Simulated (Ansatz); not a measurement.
# BeBH (triplet): the correlation ladder at distance B1–Be2 = 2.002 Å, cc-pVDZ

One table from this session's results is given with a row withheld; the runs are named, their logs left out.

Computed with Ansatz 0.2.0, Gaussian basis. Level: cc-pVDZ, core rule «outside noble gas», up to 2 orbitals frozen.

Plan: UHF; CCSD(T) on ROHF; CCSD(T) on UHF; BCCD(T) on ROHF; CISD; CCSDT(Q) on ROHF; CCSDT(Q) on UHF; CASSCF and MRCISD+Q, 4 electrons in 4 orbitals; CASSCF and NEVPT2, 4 electrons in 4 orbitals; Full CI.

23 further runs of the same task are left out: 10 for a known fault of the program, 11 that didn't finish, 2 set aside as unsound or not needed.

## The geometry

The geometry derives from a PBE0/def2-TZVP stationary point (not a proven minimum). One bond is set to the value named and the two fragments are kept rigid.

3 atoms, charge 0, spin multiplicity 3.

Atoms are counted from 1 here; the program's logs count them from 0.

Bond lengths: B1–Be2 2.002 Å, B1–H3 1.189 Å. Angles: Be2–B1–H3 180.0°.

Geometry (Å):

```
B     0.0000    0.0000    0.2709
Be    0.0000    0.0000   -1.7311
H     0.0000    0.0000    1.4603
```

The first run:

File in.yaml:

```yaml
crystal:
  periodic: [false, false, false]
  atoms:
    - {symbol: B, position_ang: [0.000000, 0.000000, 0.270868]}
    - {symbol: Be, position_ang: [0.000000, 0.000000, -1.731132]}
    - {symbol: H, position_ang: [0.000000, 0.000000, 1.460263]}
basis:
  gaussian: {orbitals: cc-pVDZ}
magnetization: {spin_polarized: true, initial_magnetization: 2}
hamiltonian: {xc: hf}
output: {orbitals: {seedname: orbitals}}
```

Command:

```bash
$ ansatz run in.yaml --threads 1 --pin off --events-out ev --progress --plain --max-ram 2393MiB
```

Steps of the session up to this table: UHF; CCSD(T) on ROHF; CCSD(T) on UHF; BCCD(T) on ROHF; CISD; CCSDT(Q) on ROHF; CCSDT(Q) on UHF; CASSCF and MRCISD+Q, 4 electrons in 4 orbitals; CASSCF and NEVPT2, 4 electrons in 4 orbitals; Full CI.

One table of the session follows, with a row left open; its other results are not shown here.

| method | from FCI (meV) |
| --- | --- |
| ROHF | ? |
| UHF | +2823.2 |
| RMP2 | +770.8 |
| UMP2 | +774.7 |
| CISD | +190.6 |
| RCCSD | +106.2 |
| UCCSD | +102.9 |
| RCCSD(T) | +30.6 |
| UCCSD(T) | +30.5 |
| BCCD(T) | +30.2 |
| RCCSDT | +4.1 |
| UCCSDT | +3.7 |
| RCCSDT(Q) | +1.0 |
| UCCSDT(Q) | +0.7 |
| CASSCF pair | +2535.1 |
| MRCISD pair | +172.4 |
| MRCISD+Q pair | +3.8 |
| FCI | 0 |

**Question.** Estimate the row for ROHF.

**Answer.** from FCI (meV): +2914.7. In the column «from FCI (meV)» it is the highest.

Not comparable, so not listed: CASSCF and NEVPT2, 4 electrons in 4 orbitals (they don't share determinant, frozen orbitals or solution with the rows shown, or repeat one).

To keep in mind: Levels on UHF freeze UHF's core orbitals, full CI those of ROHF, so the U rows can settle a little off it for that reason alone. Restricted and unrestricted rows rest on different reference determinants; where their highest levels disagree by more than a few hundredths of an eV, they describe different states and don't form one ladder. Warnings in the runs' records: passed over end.
